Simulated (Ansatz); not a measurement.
# CH3BFN: the cost of one run

Computed with Ansatz 0.2.0, Gaussian basis. Level: PBE0-D4/def2-SVP.

1 further run of the same task is left out (it didn't finish).

## Step 1: Starting geometry

7 atoms, charge 0, spin multiplicity 1.

Atoms are counted from 1 here; the program's logs count them from 0.

Bond lengths: N1–C2 1.266 Å, N1–H5 1.022 Å, C2–B3 1.581 Å, C2–H6 1.090 Å, B3–F4 1.314 Å, B3–H7 1.173 Å. Angles: C2–N1–H5 114.1°, N1–C2–B3 126.4°, N1–C2–H6 114.2°, B3–C2–H6 119.4°, C2–B3–F4 117.4°, C2–B3–H7 125.4°, F4–B3–H7 117.2°.

Coordinates:

```xyz
7

N     0.48318    1.04513   -1.05505
C    -0.11059    0.70519    0.01042
B    -0.23969   -0.76206    0.58492
F     0.28167   -1.73681   -0.12567
H     0.90331    0.26579   -1.56647
H    -0.55853    1.53596    0.55647
H    -0.75935   -1.05321    1.59539
```

## Step 2: Dynamics

Contents of md/in.yaml:

```yaml
crystal:
  periodic: [false, false, false]
  atoms:
    - {symbol: N, position_ang: [0.483180, 1.045130, -1.055050]}
    - {symbol: C, position_ang: [-0.110590, 0.705190, 0.010420]}
    - {symbol: B, position_ang: [-0.239690, -0.762060, 0.584920]}
    - {symbol: F, position_ang: [0.281670, -1.736810, -0.125670]}
    - {symbol: H, position_ang: [0.903310, 0.265790, -1.566470]}
    - {symbol: H, position_ang: [-0.558530, 1.535960, 0.556470]}
    - {symbol: H, position_ang: [-0.759350, -1.053210, 1.595390]}
basis:
  gaussian: {orbitals: def2-SVP}
hamiltonian: {xc: pbe0, dispersion: d4}
md: {n_steps: 80, timestep: 0.5, temperature: 700, ensemble: nve, seed: 522, initial_velocities: maxwell_boltzmann}
```

On the command line:

```console
$ ansatz run in.yaml --threads 2 --pin off --events-out ev --progress --plain --max-ram 3481MiB
```

**Question.** How long does this run take on 2 threads of Arm Neoverse V2, shared host, and how much memory does it need?

About 62 s, with a peak of 0.13 GiB.
